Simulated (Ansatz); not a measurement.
This script drives Ansatz 0.2.0, Python API.

`plus_u.py`
```python
"""How the states of BaMnO3 follow the Hubbard U."""

import ansatz as az
import numpy as np
from tabulate import tabulate

SMEARING = "Fermi-Dirac"
XC = "pbesol"
DISPERSION = "d3bjatm"


def count_gap(report):
    # lowest empty less highest filled band, counting bands; zero where they overlap
    return max(report.get("gap_by_band_count_ev") or 0.0, 0.0)

structure = (
    az.Lattice.cubic(4.03331)
    .space_group(221)
    .atom("Ba", (0.5, 0.5, 0.5))
    .atom("Mn", (0.0, 0.0, 0.0))
    .atom("O", (0.5, 0.0, 0.0))
    .moments(Mn=2.8)
)

calculation = structure.calculation()
calculation = calculation.occupations(SMEARING)
calculation = calculation.kpoints(5).functional(XC, dispersion=DISPERSION)
calculation = calculation.spin("collinear").band_table()
rows = []
for u in [0.0, 2.0, 4.0, 6.0]:
    data = calculation.hubbard("Mn", "d", u_eff=u).run(threads=1, backend="cpu").report
    shell = data["hubbard"]["n_scf"]
    rows.append((u, count_gap(data), sum(shell) / len(shell), max(abs(m) for m in data["site_moments_mub"]), data["n_iterations"]))
print(tabulate(rows, headers=["U_eff eV", "gap by band count eV", "Mn d occupation (projector)", "largest moment muB", "iterations"], floatfmt=".4f", tablefmt="github"))
```

It is started by `python plus_u.py`. How long does it take on 1 thread of Arm Neoverse V2, on a shared host, and how much memory does it need?

It took about 60 s, with a peak of 0.57 GiB, for 4 runs of the engine.

```console
$ python plus_u.py
DeckWarning: basis.ecutwfc = 420 eV, auto-derived from the records' recommended cutoffs: set by Ba (normal level)
|   U_eff eV |   gap by band count eV |   Mn d occupation (projector) |   largest moment muB |   iterations |
|------------|------------------------|-------------------------------|----------------------|--------------|
|     0.0000 |                 0.0000 |                        5.1554 |               2.6597 |           12 |
|     2.0000 |                 0.0000 |                        5.0970 |               3.0464 |           17 |
|     4.0000 |                 0.0000 |                        5.0573 |               3.3561 |           12 |
|     6.0000 |                 0.0000 |                        5.0336 |               3.5515 |           13 |
```
(Warnings from the package without file and line.)

From U = 0 to 6 eV the largest site moment goes from 2.66 to 3.55 μB.

Caveats:
- Other magnetic orders than the one started from may lie lower.
- Dispersion corrections can be off by several per cent in the lattices of metals, and by several GPa in the pressure at a fixed cell.
- For a metal this k-point mesh is coarse: on a finer one energies can move by several to tens of meV an atom and pressures by half a GPa or more, differences at one mesh by less.
- A gap by band count of zero or less means overlapping bands, a metal.
- With one magnetic atom the cell can hold only ferromagnetic order.
- The structure comes from a database of computed cells and needn't be a stable or known phase.
- Gaps and levels are Kohn-Sham values on a finite set of k-points, without spin-orbit coupling.
- Shell occupations and the effect of U depend on the projectors; a run with no .spin step is spin-unpolarised, and each U may end in a state that isn't the lowest.

(A comment or docstring line of the script was reworded after the run, the code is as it ran.)
